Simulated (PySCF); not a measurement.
# [GdF2]+: other functionals and bases at one geometry

The task here is to estimate one member of a computed series from the others.

Program: PySCF 2.14.0. Level of theory: several levels, as the steps say, no spin–orbit coupling. These are calculated values, not measurements.

1 further run of the same task is left out (for a known fault of the program).

**The system as given**

3 atoms, charge 1, spin multiplicity 1.

Bond lengths: Gd1–F2 1.950 Å, Gd1–F3 1.950 Å. Angles: F2–Gd1–F3 109.6°.

Coordinates:

```
Gd    0.0000    0.0000   -0.3425
F     1.5933    0.0000    0.7822
F    -1.5933    0.0000    0.7822
```

Formal oxidation states: Gd +3. Each metal's 7 4f electrons lie in its core potential, so multiplicities, spins and levels count the valence alone. An earlier session relaxed this geometry at PBE0, Gd lcecp-1-SVP with ECP53, F def2-SVP (singlet, point group C2v).

At PBE0 on the finer grid: E = -235.134344 Eh, HOMO -16.12 eV, LUMO -8.02 eV, Mulliken charge on Gd1 +1.66 e, largest force component 0.019 eV/Å. 

Levels to run: PBE; TPSS; PBE0, TZVP. Hardware: 2 threads of Arm Neoverse V2, shared host.

The first run:

The input, run.py (the lines that set the calculation):

```python
mol = gto.M(atom='''
Gd     0.00000     0.00000    -0.34248
F      1.59325     0.00000     0.78219
F     -1.59325     0.00000     0.78219''',
    basis={'Gd': 'lcecp-1-SVP', 'F': 'def2-SVP'},
    ecp={'Gd': 'lcecp-1-SVP'},
    charge=1, spin=0)
mf = dft.RKS(mol, xc='PBE')
mf.grids.atom_grid = (75, 302)  # f atoms: unpruned, at least (60, 302)
mf = mf.density_fit()  # fitting sets: Gd AutoAux, F def2-universal-JKFIT
mf.conv_tol = 1e-08; mf.max_cycle = 55
mf.kernel(dm0)  # dm0: the density of the relaxed state
```

Command:

```console
OMP_NUM_THREADS=2 python run.py
```

Steps of the session up to this table: PBE; TPSS; PBE0, TZVP.

One table of the session follows, with a row left open; its other results are not shown here.

```
              level  HOMO (eV)  gap (eV)  charge on Gd1 (e)  dipole (D)  largest force component (eV/Å)
PBE0 (relaxed here)     -16.12      8.10               1.66        6.35                            0.02
                PBE     -14.23      5.46               1.52        5.81                            0.47
               TPSS     -14.29      5.77               1.58        5.99                            0.56
         PBE0, TZVP          ?         ?                  ?           ?                               ?
```

Q: Estimate the row for PBE0, TZVP from the others.

As computed: HOMO (eV): -16.15; gap (eV): 8.22; charge on Gd1 (e): 1.85; dipole (D): 6.39; largest force component (eV/Å): 0.23. In the column «HOMO (eV)» it is the lowest.

The dipole of a charged species depends on the origin, so these sizes hold for this origin alone.

In one basis the HOMO–LUMO gap runs from 5.46 eV (PBE) to 8.10 eV (PBE0). The largest leftover force, 0.56 eV/Å with TPSS, stands at a geometry relaxed at another level. With 4f in the core, its levels are missing from HOMO and gap, and its count is fixed, so no charge can pass from the ligands into it. Total energies of different levels can't be compared.
